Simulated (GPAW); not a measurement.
CaSi2Sb2:

```
CELL_PARAMETERS angstrom
4.99739 0.00000 0.00000
-2.49870 4.32787 0.00000
0.00000 0.00000 5.86169
ATOMIC_POSITIONS crystal
Ca 0.00000 0.00000 0.00000
Si 0.33333 0.66667 0.25648
Si 0.66667 0.33333 0.74352
Sb 0.33333 0.66667 0.72240
Sb 0.66667 0.33333 0.27760
```

The cell was built by a generator and needn't be a form met in nature.

Base run:

| Property | Result |
| --- | --- |
| Program | GPAW 26.7.0 |
| Functional | LDA |
| Potentials or basis | the program's PAW data sets (release 1.2.1) made for this functional |
| Cutoff | 600 eV |
| Basis | pw |
| k mesh | 5 × 5 × 4 |
| Occupations | fermi-dirac, width 0.05 eV |
| Spin | no spin polarisation |

Its results: pressure -3.5 GPa; largest force 0.156 eV/Å.

Problem. The run is repeated on the same cell with these changes: functional from LDA to revPBE. What comes out?

Solution. Pressure 1.0 GPa; largest force 0.100 eV/Å.

revPBE binds less tightly than LDA, so the same cell stands under more pressure.

Not every run made on this cell is shown here.
